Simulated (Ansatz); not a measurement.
# BGeH3 (triplet): geometry optimisation

Where does this start of BGeH3 (triplet) end when it is relaxed?

The runs use Ansatz 0.2.0, Gaussian basis; UKS PBE0/def2-TZVP.

### 1 The system as given

5 atoms, charge 0, spin multiplicity 3.

Atoms are counted from 1 here; the program's logs count them from 0.

Bond lengths: Ge1–B2 1.873 Å, Ge1–H3 1.554 Å, Ge1–H4 1.530 Å, B2–H5 1.158 Å. Angles: B2–Ge1–H3 137.9°, B2–Ge1–H4 123.3°, H3–Ge1–H4 98.7°, Ge1–B2–H5 138.1°.

The start was built by rule and, where that kept it together, relaxed with GFN2-xTB. Sticks and bond lists go by distance. No spin-orbit coupling is included. 

### 2 The run

Contents of in.yaml:

```yaml
crystal:
  periodic: [false, false, false]
  atoms:
    - {symbol: Ge, position_ang: [-0.242827, -0.002577, 0.001622]}
    - {symbol: B, position_ang: [1.629706, -0.030879, -0.010716]}
    - {symbol: H, position_ang: [-1.380732, 1.055906, 0.005480]}
    - {symbol: H, position_ang: [-1.102468, -1.268300, 0.011756]}
    - {symbol: H, position_ang: [2.503226, 0.729304, -0.019175]}
basis:
  gaussian: {orbitals: def2-TZVP}
magnetization: {spin_polarized: true, initial_magnetization: 2}
hamiltonian: {xc: pbe0}
relax: {f_tol: 0.004, max_steps: 80}
```

The run is started by

```console
ansatz run in.yaml --threads 1 --pin off --events-out ev --progress --plain --max-ram 2176MiB
```

What does the calculation give? Wanted: energy gained; shift from the start; total energy; dipole moment; ⟨S²⟩.

As calculated:

```
                  quantity           value
                     steps               6
             energy gained        0.120 eV
shift from the start (rms)         0.094 Å
              total energy  -57231.6971 eV
             dipole moment          1.32 D
                      ⟨S²⟩           2.005
```

The bonds of the start are those of the end. Ge1–B2 went from 1.873 to 1.947 Å. No vibrations were run, so this is a stationary point, not a proven minimum, and this spin need not be the ground state's.
